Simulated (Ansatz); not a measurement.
# Nb (Nb, diamond): the cost of one run

Method: DFT m-r2SCAN, plane waves (500 eV) with PAW, scalar-relativistic; the PAW data stem from PBE, with regenerated cores; m-r²SCAN is r²SCAN on the gauge-invariant kinetic-energy density, in Ansatz 0.2.0.

### Step 1. The system as given

It takes space group Fd-3m (No. 227, cubic). The conventional cell has a = 5.790 Å, b = 5.790 Å, c = 5.790 Å, α = 90.00°, β = 90.00°, γ = 90.00°. Nb (site symmetry -43m) has 4 Nb at 2.51 Å as nearest neighbours.

Structure file:

```
CELL_PARAMETERS angstrom
0.00000 2.89513 2.89513
2.89513 0.00000 2.89513
2.89513 2.89513 0.00000
ATOMIC_POSITIONS crystal
Nb 0.12500 0.12500 0.12500
Nb 0.87500 0.87500 0.87500
```

The atoms start with moments of +1 ×2 μB.

### Step 2. Geometry optimisation

Contents of input.yaml:

```yaml
crystal:
  lattice:
    - [0.0, 2.895128443, 2.895128443]
    - [2.895128443, 0.0, 2.895128443]
    - [2.895128443, 2.895128443, 0.0]
  atoms:
    - { symbol: Nb, position: [0.125, 0.125, 0.125], spin: 1.0 }
    - { symbol: Nb, position: [0.875, 0.875, 0.875], spin: 1.0 }
hamiltonian:
  xc: mr2scan
  pseudopotentials:
    kind: paw
    azcp:
      Nb: "pseudopotentials/Nb.paw.azcp"
basis:
  ecutwfc: 500
  fft_grid_basis: typed
kpoints:
  mp_grid: { grid: [9, 9, 9], shift: [0, 0, 0] }
magnetization:
  spin_polarized: true
scf:
  occupations: { method: fermi_dirac, width: 0.05 }
relax:
  max_steps: 60
  f_tol: 0.01
  cell: {}
```

What time and memory should one allow on 2 threads of an Arm CPU, shared host?

About 28 s, with a peak of 0.49 GiB.
